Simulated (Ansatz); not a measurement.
# CH5BrO2Si: the cost of one run

Program: Ansatz 0.2.0, Gaussian basis. Level of theory: revPBE/def2-SVP with D3(BJ) with three-body dispersion. These are calculated values, not measurements.

## Step 1: The relaxed structure

An earlier PBE0-D4 in a triple-zeta def2 set relaxation fixed the geometry.

SMILES `C[Si](O)(O)Br`, 10 atoms, charge 0, spin multiplicity 1.

Atoms are counted from 1 here; the program's logs count them from 0.

Bond lengths: C1–Si2 1.840 Å, C1–H6 1.091 Å, C1–H7 1.093 Å, C1–H8 1.091 Å, Si2–O3 1.636 Å, Si2–O4 1.627 Å, Si2–Br5 2.244 Å, O3–H9 0.958 Å, O4–H10 0.959 Å. Angles: Si2–C1–H6 110.8°, Si2–C1–H7 109.6°, Si2–C1–H8 110.6°, H6–C1–H7 108.6°, H6–C1–H8 108.6°, H7–C1–H8 108.6°, C1–Si2–O3 113.9°, C1–Si2–O4 107.4°, C1–Si2–Br5 109.5°, O3–Si2–O4 109.4°, O3–Si2–Br5 106.2°, O4–Si2–Br5 110.4°, Si2–O3–H9 117.5°, Si2–O4–H10 117.9°.

Geometry (Å):

| atom | x (Å) | y (Å) | z (Å) |
| --- | --- | --- | --- |
| C1 | -0.68225 | -1.24497 | 0.12872 |
| Si2 | 0.15716 | 0.37536 | -0.10641 |
| O3 | 1.08859 | 0.82985 | 1.15910 |
| O4 | 1.07970 | 0.25640 | -1.44145 |
| Br5 | -1.38199 | 1.98834 | -0.35980 |
| H6 | -1.34987 | -1.21309 | 0.99139 |
| H7 | 0.06575 | -2.02430 | 0.29436 |
| H8 | -1.26734 | -1.50579 | -0.75484 |
| H9 | 0.73101 | 1.48718 | 1.75732 |
| H10 | 1.64223 | 0.99992 | -1.66549 |

## Step 2: The run

File in.yaml:

```yaml
crystal:
  periodic: [false, false, false]
  atoms:
    - {symbol: C, position_ang: [-0.682252, -1.244973, 0.128722]}
    - {symbol: Si, position_ang: [0.157165, 0.375362, -0.106413]}
    - {symbol: O, position_ang: [1.088589, 0.829849, 1.159104]}
    - {symbol: O, position_ang: [1.079703, 0.256399, -1.441453]}
    - {symbol: Br, position_ang: [-1.381985, 1.988339, -0.359803]}
    - {symbol: H, position_ang: [-1.349870, -1.213086, 0.991388]}
    - {symbol: H, position_ang: [0.065750, -2.024303, 0.294363]}
    - {symbol: H, position_ang: [-1.267341, -1.505792, -0.754837]}
    - {symbol: H, position_ang: [0.731010, 1.487185, 1.757318]}
    - {symbol: H, position_ang: [1.642233, 0.999919, -1.665491]}
basis:
  gaussian: {orbitals: def2-SVP}
hamiltonian: {xc: {name: revPBE}, dispersion: d3bjatm}
md: {timestep: 2 fs, n_steps: 30, ensemble: nvt_nose_hoover, temperature: 700, initial_velocities: maxwell_boltzmann, seed: 670}
```

Started as:

```sh
> ansatz run in.yaml --threads 2 --pin off --events-out ev --progress --plain --max-ram 22528MiB --backend cpu
```

Q: Estimate wall time and peak memory on 2 threads of AMD EPYC 7R13, shared host.

About 60 s, with a peak of 0.26 GiB.
